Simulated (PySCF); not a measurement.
# H8P4Si: the cost of one run

Programs: PySCF 2.14.0, with density-fitted response routines of our own. Each step states its level of theory. These are calculated values for one molecule, in the gas phase or a continuum, unless marked as measured. Atoms are numbered from 0 throughout.

## Step 1: The molecule as given

13 atoms, charge 0, multiplicity 1; geometry from: GFN2-xTB. The atoms were then displaced at random by about 0.01 Å, so the start is not that level's minimum.

Bonds of the start (Å): P0–Si1 2.29, Si1–P2 2.27, Si1–P3 2.30, Si1–P4 2.30, P0–H5 1.37, P0–H6 1.41, P2–H7 1.41, P2–H8 1.38, P3–H9 1.42, P3–H10 1.36, P4–H11 1.39, P4–H12 1.38.

## Step 2: Optimising the geometry at PBE0-D3(BJ)/def2-TZVP

What the job is given:

```
{"job": {"xc": "PBE0", "basis": "def2-TZVP", "d3": "d3bj", "grid": 2, "shake": 0.01, "kind": "geom"}, "charge": 0, "multiplicity": 1}
P     -0.803310    -0.770030     2.025140
Si     0.159880    -0.044780     0.081440
P      2.001390    -1.336580    -0.205270
P      0.750130     2.150870     0.448030
P     -1.042700    -0.278090    -1.870310
H     -1.211800    -1.961310     1.490670
H     -2.038560    -0.169310     1.723570
H      2.688450    -0.777410     0.886100
H      2.611450    -0.439930    -1.056800
H     -0.567880     2.615590     0.222080
H      1.085790     2.356240    -0.855800
H     -2.206760     0.214070    -1.291850
H     -1.420260    -1.576210    -1.607350
```

Launch:

```console
> OMP_NUM_THREADS=1 python probes_run.py task.json out
```

One launch serves the whole session: the jobs run in the order shown.

**Question.** How long does this first job take on 1 thread of Arm Neoverse N1, shared host, and how much memory does it need?

About 4.4 min, with a peak of 1.1 GiB.
